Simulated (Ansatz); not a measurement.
Write a Python script for Ansatz 0.2.0 through its Python package that makes a rigid scan of one bond angle of BFH4OSi, SMILES B[SiH](O)F. Use (for the species named): PBE0, 6-31G* basis, multiplicity 1.

| atom | x (Å) | y (Å) | z (Å) |
| --- | --- | --- | --- |
| B | -1.2199 | 0.2936 | 0.3058 |
| Si | 0.5375 | -0.3628 | 0.2410 |
| O | 1.4907 | 0.6544 | -0.7499 |
| F | 0.5980 | -1.9092 | -0.4022 |
| H | -2.0967 | -0.2280 | 0.9027 |
| H | -1.5392 | 1.3372 | -0.3036 |
| H | 1.1131 | -0.3959 | 1.6108 |
| H | 1.2085 | 0.5537 | -1.6605 |

`run_bend.py`
```python
'''Energy of BFH4OSi against one bond angle.'''

from dataclasses import dataclass
import warnings

import ansatz
from ase import Atoms


@dataclass(frozen=True)
class Options:
    basis: str = '6-31G*'
    functional: str = 'pbe0'
    fmax: float = 0.02


opts = Options()


def main() -> None:
    warnings.simplefilter('ignore', ansatz.DeckWarning)

    atoms = Atoms(['B', 'Si', 'O', 'F', 'H', 'H', 'H', 'H'], positions=[
        [-1.2199, 0.2936, 0.3058],
        [0.5375, -0.3628, 0.241],
        [1.4907, 0.6544, -0.7499],
        [0.598, -1.9092, -0.4022],
        [-2.0967, -0.228, 0.9027],
        [-1.5392, 1.3372, -0.3036],
        [1.1131, -0.3959, 1.6108],
        [1.2085, 0.5537, -1.6605],
    ])

    # relax first, so that the scan starts from a minimum
    first = (
        ansatz.Crystal.molecule_from_ase(atoms).calculation()
        .basis(gaussian=opts.basis)
        .functional(opts.functional)
        .relax(force_tolerance=opts.fmax, max_steps=80)
    )
    atoms.positions = first.run(threads=1).report['positions_ang']

    rows = []
    for angle in [85, 95, 105, 115, 125, 140, 160]:
        bent = atoms.copy()
        bent.set_angle(1, 2, 7, angle, indices=[7])
        base = (
            ansatz.Crystal.molecule_from_ase(bent).calculation()
            .basis(gaussian=opts.basis)
            .functional(opts.functional)
        )
        rows.append((angle, base.run(threads=1).report['free_energy_ev']))
    floor = min(e for _, e in rows)
    for angle, e in rows:
        print(f'angle Si1-O2-H7 = {angle:3d} deg   {1000 * (e - floor):9.1f} meV')


if __name__ == '__main__':
    main()
```

Output of `python run_bend.py`:
```text
angle Si1-O2-H7 =  85 deg       466.7 meV
angle Si1-O2-H7 =  95 deg       191.8 meV
angle Si1-O2-H7 = 105 deg        46.1 meV
angle Si1-O2-H7 = 115 deg         0.0 meV
angle Si1-O2-H7 = 125 deg        28.7 meV
angle Si1-O2-H7 = 140 deg       158.7 meV
angle Si1-O2-H7 = 160 deg       369.3 meV
```

The scan is rigid, and the energies are electronic, in a modest basis. The zero is the lowest point of the grid, which needn't be the minimum. It ran for 77 s on 1 thread of Arm Neoverse V1, on a shared host, peak memory 0.24 GiB.

(Lines on the test bed's own set-up are left out of the output.)
